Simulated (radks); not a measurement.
**Sn with its nuclear charge varied continuously**

Aim: the energy of 50 electrons in [Kr] 4d10 5s2 5p2 as the nuclear charge moves through non-integer values, and a test of dE/dZ = E(electron-nucleus)/Z.

Program: radks (a radial shooting solver on a logarithmic mesh, Libxc functionals) version 1. Level of theory: scalar-relativistic Kohn-Sham, PBE, spin-polarised, spherical densities, finite nucleus; open shells are filled with parallel spins first. These are calculated values, not measurements, unless marked.

### Step 1. What is computed

- element: tin (Z = 50)
- charge: 0
- electrons: 50
- configuration: [Kr] 4d10 5s2 5p2
- nuclear rms radius: 4.6519 fm

Outer shells as boxes (Hund's rule):

Sn
```
[Kr] core
4d [↑↓][↑↓][↑↓][↑↓][↑↓]
5s [↑↓]
5p [↑ ][↑ ][  ]
```

### Step 2. Z = 50

The run's settings:

```text
Z 50
configuration [Kr] 4d10 5s2 5p2
relativity scalar-relativistic
functional pbe,pbe
spin polarised
nucleus finite rms 4.6519 fm
c 137.035999084
```

### Step 3. Z = 49.8

Input: that of step 2 with these lines changed.

```diff
@@ -1,2 +1,2 @@
-Z 50
+Z 49.8
 configuration [Kr] 4d10 5s2 5p2
```

### Step 4. Z = 49.9

Input: that of step 3 with these lines changed.

```diff
@@ -1,2 +1,2 @@
-Z 49.8
+Z 49.9
 configuration [Kr] 4d10 5s2 5p2
```

### Step 5. Z = 50.1

Input: that of step 4 with these lines changed.

```diff
@@ -1,2 +1,2 @@
-Z 49.9
+Z 50.1
 configuration [Kr] 4d10 5s2 5p2
```

### Step 6. Z = 50.2

Input: that of step 5 with these lines changed.

```diff
@@ -1,2 +1,2 @@
-Z 50.1
+Z 50.2
 configuration [Kr] 4d10 5s2 5p2
```

### Step 7. Z = 50.3

Input: that of step 6 with these lines changed.

```diff
@@ -1,2 +1,2 @@
-Z 50.2
+Z 50.3
 configuration [Kr] 4d10 5s2 5p2
```

### Step 8. Z = 50.4

Input: that of step 7 with these lines changed.

```diff
@@ -1,2 +1,2 @@
-Z 50.3
+Z 50.4
 configuration [Kr] 4d10 5s2 5p2
```

### Step 9. Z = 50.5

Input: that of step 8 with these lines changed.

```diff
@@ -1,2 +1,2 @@
-Z 50.4
+Z 50.5
 configuration [Kr] 4d10 5s2 5p2
```

### Step 10. Z = 50.6

Input: that of step 9 with these lines changed.

```diff
@@ -1,2 +1,2 @@
-Z 50.5
+Z 50.6
 configuration [Kr] 4d10 5s2 5p2
```

### Step 11. Z = 50.7

Input: that of step 10 with these lines changed.

```diff
@@ -1,2 +1,2 @@
-Z 50.6
+Z 50.7
 configuration [Kr] 4d10 5s2 5p2
```

### Step 12. Z = 50.8

Input: that of step 11 with these lines changed.

```diff
@@ -1,2 +1,2 @@
-Z 50.7
+Z 50.8
 configuration [Kr] 4d10 5s2 5p2
```

### Step 13. Z = 50.9

Input: that of step 12 with these lines changed.

```diff
@@ -1,2 +1,2 @@
-Z 50.8
+Z 50.9
 configuration [Kr] 4d10 5s2 5p2
```

### Step 14. Z = 51

Input: that of step 13 with these lines changed.

```diff
@@ -1,2 +1,2 @@
-Z 50.9
+Z 51
 configuration [Kr] 4d10 5s2 5p2
```

Before running it: what results should come out? Wanted: for each run, Z; E; E(electron-nucleus)/Z; highest level; its energy; <r>.

The runs gave:

```csv
Z,E (hartree),E(electron-nucleus)/Z (hartree),highest level,its energy (eV),<r> (bohr)
49.8,-6117.28345,-297.083,5p up,-2.758,3.381
49.9,-6147.13215,-297.914,5p up,-3.443,3.288
50,-6177.06463,-298.744,5p up,-4.157,3.205
50.1,-6207.08086,-299.574,5p up,-4.899,3.129
50.2,-6237.18083,-300.404,5p up,-5.666,3.060
50.3,-6267.36451,-301.234,5p up,-6.458,2.996
50.4,-6297.63190,-302.064,5p up,-7.274,2.937
50.5,-6327.98299,-302.893,5p up,-8.113,2.882
50.6,-6358.41777,-303.723,5p up,-8.974,2.831
50.7,-6388.93624,-304.552,5p up,-9.856,2.783
50.8,-6419.53841,-305.381,5p up,-10.759,2.737
50.9,-6450.22429,-306.211,5p up,-11.682,2.694
51,-6480.99388,-307.040,5p up,-12.625,2.653
```

At Z = 50 the central difference of E is -299.744 hartree, against -298.744 from the Hellmann-Feynman theorem; the scalar-relativistic energy here is not variational, so the two differ by a part that grows with Z. The top level goes from -2.758 eV at Z = 49.8 to -12.625 eV at Z = 51.
